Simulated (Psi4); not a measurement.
**One shape, several levels: BH2O2F (SMILES OB(O)F)**

Aim: a comparison of 4 runs (HF/STO-3G, HF/def2-SVP, PBE0/def2-SVP, MP2/6-311+G**) of BH2O2F. 

The results are computed with Psi4 1.11.

1 further run of the same task is left out (set aside as unsound or not needed).

### Step 1. The system as given

BH2O2F: 6 atoms, total charge 0, spin state singlet. As SMILES, `OB(O)F`. The coordinates come from a PBE0-D4/def2-TZVP relaxation. This is one conformer, not always the lowest.

Bond lengths: O1–B2 1.360 Å, B2–O3 1.352 Å, B2–F4 1.333 Å, O1–H5 0.960 Å, O3–H6 0.960 Å. Angles: O1–B2–O3 121.6°, O1–B2–F4 120.5°, O3–B2–F4 117.9°, B2–O1–H5 113.1°, B2–O3–H6 112.5°.

### Step 2. Energy and gradient at HF/STO-3G (run 1)

File input.in:

```
memory 1600 MB

molecule {
  0 1
  O     -0.477500     0.971000    -0.208400
  B     -0.023800    -0.307500    -0.106500
  O      0.989400    -0.635200     0.726100
  F     -0.573100    -1.280600    -0.833200
  H     -1.198900     1.066100    -0.834300
  H      1.326000     0.122200     1.210000
  symmetry c1
}

set globals {
  basis         STO-3G
  puream        true
  e_convergence 1e-09
  d_convergence 1e-08
  scf_type      pk
}

E, wfn = gradient('hf', return_wfn=True)
oeprop(wfn, 'DIPOLE', 'QUADRUPOLE', 'LOWDIN_CHARGES', title='HF')
```

The run is started by

```
$ psi4 -n 1 input.in input.out
```

input.out:

```text
[...]
  Running in c1 symmetry.
[...]
  Nuclear repulsion =  114.498553170056496
[...]
  Multiplicity = 1
[...]
  Nalpha       = 16
  Nbeta        = 16
[...]
    Number of basis functions: 22
[...]
   @RHF iter   1:  -271.29868261382381   -2.04779e+00   1.80075e-02 ADIIS/DIIS
[...]
   @RHF iter  11:  -271.41245084188660   -3.41061e-13   2.32583e-09 DIIS
[...]
    Orbital Energies [Eh]
    ---------------------
    Doubly Occupied:
       1A    -25.916652     2A    -20.266179     3A    -20.264265
       4A     -7.483833     5A     -1.489011     6A     -1.310275
       7A     -1.275125     8A     -0.685893     9A     -0.651113
      10A     -0.585039    11A     -0.543066    12A     -0.482499
      13A     -0.448127    14A     -0.422432    15A     -0.416972
      16A     -0.384271
[...]
  @RHF Final Energy:  -271.41245084188660
   => Energetics <=
    Nuclear Repulsion Energy =            114.4985531700564962
    One-Electron Energy =                -606.5725091373740270
    Two-Electron Energy =                 220.6615051254309776
    Total Energy =                       -271.4124508418865389
[...]
  -Total Gradient:
     Atom            X                  Y                   Z
    ------   -----------------  -----------------  -----------------
       1       -0.023815850405    -0.002596985929    -0.022029323286
       2        0.012358799787     0.013026746747     0.014211746936
       3        0.006035209291     0.022684356117     0.010859814074
       4       -0.006519259675    -0.011360345446    -0.008573303155
       5        0.019329810807     0.001483207260     0.017735035559
       6       -0.007388709804    -0.023236978749    -0.012203970127
[...]
```

Run time: 3.3 s. Hardware: 1 thread of Intel Xeon Platinum 8259CL at 2.50GHz (Skylake/Cascade Lake), shared host; peak memory 0.18 GiB.

### Step 3. Energy and forces at HF/def2-SVP (run 2)

File bfh2o2.xyz:

```xyz
6
BFH2O2
O     -0.477500     0.971000    -0.208400
B     -0.023800    -0.307500    -0.106500
O      0.989400    -0.635200     0.726100
F     -0.573100    -1.280600    -0.833200
H     -1.198900     1.066100    -0.834300
H      1.326000     0.122200     1.210000
```

File run_ase.py:

```python
import numpy as np
from ase.calculators.psi4 import Psi4
from ase.io import read

a = read('bfh2o2.xyz')
calc = Psi4(atoms=a, method='scf', basis='def2-SVP', memory='1600MB', num_threads=1, charge=0, multiplicity=1, label='calc')
calc.psi4.set_options({'puream': True, 'e_convergence': 1e-09, 'd_convergence': 1e-08, 'scf_type': 'pk'})
a.calc = calc

forces = a.get_forces()
print(f'energy: {a.get_potential_energy():.6f} eV')
print('forces / eV A^-1')
print(np.round(forces, 5))
```

The run is started by

```
$ python run_ase.py
```

calc.dat:

```text
[...]
  Running in c1 symmetry.
[...]
  Nuclear repulsion =  114.498553170056496
[...]
  Multiplicity = 1
[...]
  Nalpha       = 16
  Nbeta        = 16
[...]
    Number of basis functions: 66
[...]
   @RHF iter   1:  -274.85214660399959   -9.50031e-01   8.77173e-03 DIIS/ADIIS
[...]
   @RHF iter  12:  -274.98274073976899   -2.27374e-13   2.67318e-09 DIIS
[...]
    Orbital Energies [Eh]
    ---------------------
    Doubly Occupied:
       1A    -26.285443     2A    -20.580432     3A    -20.571305
       4A     -7.708907     5A     -1.584788     6A     -1.379137
       7A     -1.345812     8A     -0.801105     9A     -0.767551
      10A     -0.739495    11A     -0.684008    12A     -0.653751
      13A     -0.582886    14A     -0.574890    15A     -0.570988
      16A     -0.519247
[...]
  @RHF Final Energy:  -274.98274073976899
   => Energetics <=
    Nuclear Repulsion Energy =            114.4985531700564962
    One-Electron Energy =                -608.2630958137024209
    Two-Electron Energy =                 218.7818019038769535
    Total Energy =                       -274.9827407397689853
[...]
  -Total Gradient:
     Atom            X                  Y                   Z
    ------   -----------------  -----------------  -----------------
       1        0.009556416561     0.012329275266     0.011551685282
       2       -0.003162342679     0.000912620971    -0.002645136921
       3        0.003751303221    -0.017888945242    -0.000901997937
       4       -0.003229598151    -0.009613734081    -0.005197536703
       5       -0.012260666188     0.000484934785    -0.010909400888
       6        0.005344887236     0.013775848302     0.008102387169
[...]
```

On the terminal:

```text
energy: -7482.661508 eV
forces / eV A^-1
[[-0.49141 -0.634   -0.59401]
 [ 0.16261 -0.04693  0.13602]
 [-0.1929   0.91989  0.04638]
 [ 0.16607  0.49436  0.26727]
 [ 0.63047 -0.02494  0.56098]
 [-0.27485 -0.70838 -0.41664]]
```

Wall time 4.8 s (1 thread of Intel Xeon Platinum 8259CL at 2.50GHz (Skylake/Cascade Lake), shared host); peak memory 0.23 GiB.

### Step 4. The energy at PBE0/def2-SVP (run 3)

File bfh2o2.json:

```json
{
 "schema_name": "qcschema_input",
 "schema_version": 1,
 "molecule": {
  "schema_name": "qcschema_molecule",
  "schema_version": 2,
  "symbols": ["O", "B", "O", "F", "H", "H"],
  "geometry": [-0.90234422, 1.83492407, -0.39381892, -0.04497548, -0.58109078, -0.20125583, 1.86969503, -1.20035403, 1.37213014, -1.08300204, -2.41998328, -1.57451981, -2.26559265, 2.01463702, -1.57659851, 2.50577684, 0.23092453, 2.28656861],
  "molecular_charge": 0,
  "molecular_multiplicity": 1,
  "fix_symmetry": "c1",
  "fix_com": true,
  "fix_orientation": true
 },
 "driver": "energy",
 "model": {
  "method": "pbe0",
  "basis": "def2-SVP"
 },
 "keywords": {
  "reference": "rks",
  "puream": true,
  "e_convergence": 1e-09,
  "d_convergence": 1e-08,
  "scf_type": "pk",
  "dft_radial_points": 99,
  "dft_spherical_points": 590,
  "scf_properties": ["MAYER_INDICES", "DIPOLE", "QUADRUPOLE"]
 }
}
```

The run is started by

```
$ psi4 --qcschema bfh2o2.json -n 1 --memory 1600MB
```

stdout:

```text
[...]
  Running in c1 symmetry.
[...]
  Nuclear repulsion =  114.498553128805128
[...]
  Multiplicity = 1
[...]
  Nalpha       = 16
  Nbeta        = 16
[...]
    Number of basis functions: 66
[...]
   @RKS iter   1:  -275.78689641268591   -4.01736e-01   1.21542e-02 ADIIS/DIIS
[...]
   @RKS iter  10:  -276.01945164979480   -2.38742e-11   8.88706e-09 DIIS
[...]
  @RKS Final Energy:  -276.01945164979480
   => Energetics <=
    Nuclear Repulsion Energy =            114.4985531288051277
    One-Electron Energy =                -608.4739552536757401
    Two-Electron Energy =                 242.4358227912833854
    DFT Exchange-Correlation Energy =     -24.4798723162076293
    Empirical Dispersion Energy =           0.0000000000000000
    VV10 Nonlocal Energy =                  0.0000000000000000
    Total Energy =                       -276.0194516497948030
[...]
 Multipole Moments:
 ------------------------------------------------------------------------------------
     Multipole            Electronic (a.u.)      Nuclear  (a.u.)        Total (a.u.)
 ------------------------------------------------------------------------------------
 L = 1.  Multiply by 2.5417464519 to convert [e a0] to [Debye]
 Dipole X            :          1.8190875           -1.9929051           -0.1738176
 Dipole Y            :         18.1285575          -17.3631816            0.7653759
 Dipole Z            :          6.6672805           -6.6404976            0.0267829
 Magnitude           :                                                    0.7853217
 L = 2.  Multiply by 1.3450342976 to convert [e a0^2] to [Debye ang]
 Quadrupole XX       :        -70.3041458           56.4578591          -13.8462867
 Quadrupole XY       :         11.5423624          -11.4676386            0.0747239
[...]
```

The result, in JSON:

```text
{
 "driver": "energy",
 "model": {
  "method": "pbe0",
  "basis": "def2-SVP"
 },
 "success": true,
 "return_result": -276.0194516497948,
 "properties": {
  "calcinfo_nbasis": 66,
  "calcinfo_nmo": 66,
  "calcinfo_nalpha": 16,
  "calcinfo_nbeta": 16,
  "calcinfo_natom": 6,
  "nuclear_repulsion_energy": 114.49855312880513,
  "return_energy": -276.0194516497948,
  "scf_one_electron_energy": -608.4739552536757,
  "scf_two_electron_energy": 242.43582279128339,
  "scf_xc_energy": -24.47987231620763,
  "scf_dipole_moment": [-0.17381759706122546, 0.7653759458984055, 0.026782931940269705],
  "scf_total_energy": -276.0194516497948,
  "scf_iterations": 10
 }
}
```

Wall time 14 s (1 thread of Intel Xeon Platinum 8259CL at 2.50GHz (Skylake/Cascade Lake), shared host); peak memory 0.81 GiB.

### Step 5. The energy at MP2/6-311+G(d,p) (run 4)

File input.in:

```
memory 1.6 GB

molecule {
  0 1
  O     -0.477500     0.971000    -0.208400
  B     -0.023800    -0.307500    -0.106500
  O      0.989400    -0.635200     0.726100
  F     -0.573100    -1.280600    -0.833200
  H     -1.198900     1.066100    -0.834300
  H      1.326000     0.122200     1.210000
  units angstrom
  symmetry c1
  no_reorient
  no_com
}

set globals {
  puream true
  e_convergence 1e-09
  d_convergence 1e-08
  scf_type pk
  num_frozen_docc 4
  mp2_type conv
}

e = energy("mp2/6-311+G**")
```

The run is started by

```
$ psi4 -n 1 input.in input.out
```

input.out:

```text
[...]
  Running in c1 symmetry.
[...]
  Nuclear repulsion =  114.498553170056496
[...]
  Multiplicity = 1
[...]
  Nalpha       = 16
  Nbeta        = 16
[...]
    Number of basis functions: 100
[...]
   @RHF iter   1:  -275.12685926963275   -1.04088e+00   6.56565e-03 ADIIS/DIIS
[...]
   @RHF iter  12:  -275.28017739605787   -1.02318e-12   2.63629e-09 DIIS
[...]
  @RHF Final Energy:  -275.28017739605787
   => Energetics <=
    Nuclear Repulsion Energy =            114.4985531700564962
    One-Electron Energy =                -608.4516266150392312
    Two-Electron Energy =                 218.6728960489248834
    Total Energy =                       -275.2801773960578657
[...]
 Multipole Moments:
 ------------------------------------------------------------------------------------
     Multipole            Electronic (a.u.)      Nuclear  (a.u.)        Total (a.u.)
 ------------------------------------------------------------------------------------
 L = 1.  Multiply by 2.5417464519 to convert [e a0] to [Debye]
 Dipole X            :          1.7885146           -1.9929052           -0.2043905
 Dipole Y            :         18.1581752          -17.3631816            0.7949937
 Dipole Z            :          6.6468517           -6.6404976            0.0063541
 Magnitude           :                                                    0.8208720
[...]
	SCS-MP2 Total Energy (a.u.)        :  -275.95171988841764
	SOS-MP2 Total Energy (a.u.)        :  -275.88888656923928
	SCSN-MP2 Total Energy (a.u.)       :  -275.61193732131983
[...]
	SOS-PI-MP2 Total Energy (a.u.)     :  -275.99033809810288
[...]
	MP2 Total Energy (a.u.)            :  -275.97593499791094
[...]
```

Wall time 11 s (1 thread of Intel Xeon Platinum 8259CL at 2.50GHz (Skylake/Cascade Lake), shared host); peak memory 0.6 GiB.

### Step 6. The series

```
run          level      task         integration grid  energy (Eh)  dipole moment (D)  HOMO energy (eV)  LUMO energy (eV)  wall time
  1      HF/STO-3G  gradient                        –  -271.412451               1.49            -10.46             10.43      3.3 s
  2    HF/def2-SVP  gradient                        –  -274.982741               2.11            -14.13              4.51      4.8 s
  3  PBE0/def2-SVP    energy  99 radial × 590 angular  -276.019452               2.00             -9.43              1.39       14 s
  4  MP2/6-311+G**    energy                        –  -275.975935                  –            -14.29              1.31       11 s
```

### Step 7. Results

| quantity | value |
| --- | --- |
| run 4: total energy | -275.97593 Eh |
| run 4: HOMO energy (Hartree–Fock orbitals) | -14.29 eV |
| run 4: LUMO energy (Hartree–Fock orbitals) | 1.31 eV |
| run 4: HOMO–LUMO gap (Hartree–Fock orbitals) | 15.60 eV |
| run 4: correlation energy (4 core orbitals frozen) | -695.8 mEh |

Over runs 1, 2, 3 the dipole moment (its size) runs from 1.49 D (HF/STO-3G) to 2.11 D (HF/def2-SVP). Over runs 1, 2, 3 the HOMO–LUMO gap runs from 10.83 eV (PBE0/def2-SVP) to 20.89 eV (HF/STO-3G). The two ends differ in method and basis. In run 1 the basis is minimal, so the values are rough. All runs together took 33 s, the longest 14 s.
